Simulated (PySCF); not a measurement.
# [TlBr2]+: other functionals and bases at one geometry

One table from this session's results is given with a row withheld; the runs are named, their logs left out.

Method: several levels, as the steps say, no spin–orbit coupling; program: PySCF 2.14.0.

2 further runs of the same task are left out: 2 for a known fault of the program.

## Where the work starts

3 atoms, charge 1, spin multiplicity 1.

Bond lengths: Tl1–Br2 2.466 Å, Tl1–Br3 2.466 Å. Angles: Br2–Tl1–Br3 179.9°.

As a file:

```xyz
3
charge 1, multiplicity 1
Tl    0.0000    0.0000    0.2406
Br    2.4665    0.0000    0.2427
Br   -2.4665    0.0000    0.2427
```

Formal oxidation states: Tl +3. An earlier session relaxed this geometry at BP86, Tl def2-SVP with ECP60, Br def2-SVP (singlet, point group D∞h).

At BP86 on the finer grid: E = -5320.662455 Eh, HOMO -12.93 eV, LUMO -10.80 eV, Mulliken charge on Tl1 +0.71 e, largest force component 0.013 eV/Å. 

Levels to run: TPSSh; M06-L; r2SCAN; wB97X; BP86, TZVP; BP86, x2c-SVP. Hardware: 2 threads of Arm Neoverse V2, shared host.

Set-up of the first run:

The input, run.py (the lines that set the calculation):

```python
mol = gto.M(atom='''
Tl     0.00000     0.00000     0.24058
Br     2.46648     0.00000     0.24268
Br    -2.46648     0.00000     0.24268''',
    basis={'Tl': 'def2-SVP', 'Br': 'def2-SVP'},
    ecp={'Tl': 'def2-SVP'},
    charge=1, spin=0)
mf = dft.RKS(mol, xc='TPSSH')
mf.grids.atom_grid = (75, 302)
mf = mf.density_fit()  # fitting sets: Tl def2-universal-JKFIT, Br def2-universal-JKFIT
mf.conv_tol = 1e-08; mf.max_cycle = 55
mf.kernel(dm0)  # dm0: the density of the relaxed state
```

On the command line:

```bash
$ OMP_NUM_THREADS=2 python run.py
```

Among the steps run: TPSSh; M06-L; r2SCAN; wB97X; BP86, TZVP; BP86, x2c-SVP.

One table of the session follows, with a row left open; its other results are not shown here.

```
              level  HOMO (eV)  gap (eV)  charge on Tl1 (e)  largest force component (eV/Å)
BP86 (relaxed here)     -12.93      2.12               0.71                            0.01
              TPSSh     -13.44      3.11               0.80                            0.26
              M06-L     -13.05      2.68               0.91                            0.06
             r2SCAN     -13.17      2.49               0.80                            0.32
              wB97X     -16.41      8.50               0.82                            0.66
         BP86, TZVP          ?         ?                  ?                               ?
      BP86, x2c-SVP     -12.87      2.08               0.80                            0.35
```

Estimate the missing values for BP86, TZVP.

The run gave: HOMO (eV): -12.89; gap (eV): 2.23; charge on Tl1 (e): 0.91; largest force component (eV/Å): 0.51. In the column «HOMO (eV)» it lies between BP86 (relaxed here) (-12.93) and BP86, x2c-SVP (-12.87).

In one basis the HOMO–LUMO gap runs from 2.12 eV (BP86) to 8.50 eV (wB97X). The largest leftover force, 0.66 eV/Å with wB97X, stands at a geometry relaxed at another level. Total energies of different levels can't be compared.
